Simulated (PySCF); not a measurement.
**[Lu(SH)2]+: other functionals and bases at one geometry**

One table from this session's results is given with a row withheld; the runs are named, their logs left out.

The runs use PySCF 2.14.0; several levels, as the steps say, no spin–orbit coupling.

1 further run of the same task is left out (for a known fault of the program).

## The starting structure

5 atoms, charge 1, spin multiplicity 1.

Bond lengths: Lu1–S2 2.401 Å, Lu1–S4 2.401 Å, S2–H3 1.361 Å, S4–H5 1.361 Å. Angles: S2–Lu1–S4 100.0°, Lu1–S2–H3 94.2°, Lu1–S4–H5 94.2°.

Coordinates:

```xyz
5

Lu    0.00000    0.00000   -0.67567
S     1.83883   -0.04065    0.86722
H     2.77367   -0.25729   -0.09785
S    -1.83883    0.04065    0.86722
H    -2.77367    0.25729   -0.09785
```

Formal oxidation states: Lu +3. An earlier session relaxed this geometry at PBE0, Lu def2-SVP with ECP28, S def2-SVP, H def2-SVP (singlet, point group C2).

At PBE0 on the finer grid: E = -2032.992169 Eh, HOMO -12.33 eV, LUMO -7.88 eV, Mulliken charge on Lu1 +0.98 e, largest force component 0.028 eV/Å. 

Levels to run: M06-L; HF; PBE0, TZVP. Hardware: 2 threads of Intel Xeon at 2.70GHz, shared host.

Set-up of the first run:

run.py (the lines that set the calculation)

```python
mol = gto.M(atom='''
Lu     0.00000     0.00000    -0.67567
S      1.83883    -0.04065     0.86722
H      2.77367    -0.25729    -0.09785
S     -1.83883     0.04065     0.86722
H     -2.77367     0.25729    -0.09785''',
    basis={'Lu': 'def2-SVP', 'S': 'def2-SVP', 'H': 'def2-SVP'},
    ecp={'Lu': 'def2-SVP'},
    charge=1, spin=0)
mf = dft.RKS(mol, xc='M06L')
mf.grids.atom_grid = (75, 302)  # f atoms: unpruned, at least (60, 302)
mf = mf.density_fit()  # fitting sets: Lu def2-universal-JKFIT, S def2-universal-JKFIT, H def2-universal-JKFIT
mf.conv_tol = 1e-08; mf.max_cycle = 55
mf.kernel(dm0)  # dm0: the density of the relaxed state
```

Started as:

```console
OMP_NUM_THREADS=2 python run.py
```

Among the steps run: M06-L; HF; PBE0, TZVP.

One of the session's tables, all rows but one given; the rest of the session is left out.

| level | HOMO (eV) | gap (eV) | charge on Lu1 (e) | dipole (D) | largest force component (eV/Å) |
| --- | --- | --- | --- | --- | --- |
| PBE0 (relaxed here) | -12.33 | 4.44 | 0.98 | 6.80 | 0.03 |
| M06-L | -11.38 | 3.71 | 1.11 | 7.18 | 0.21 |
| HF | ? | ? | ? | ? | ? |
| PBE0, TZVP | -12.27 | 4.48 | 1.26 | 6.44 | 0.19 |

**Question.** Estimate the row for HF.

The run gave: HOMO (eV): -14.70; gap (eV): 9.04; charge on Lu1 (e): 1.22; dipole (D): 8.35; largest force component (eV/Å): 0.95. In the column «HOMO (eV)» it is the lowest.

The dipole of a charged species depends on the origin, so these sizes hold for this origin alone.

In one basis the HOMO–LUMO gap runs from 3.71 eV (M06-L) to 9.04 eV (HF). The largest leftover force, 0.95 eV/Å with HF, stands at a geometry relaxed at another level. Total energies of different levels can't be compared.
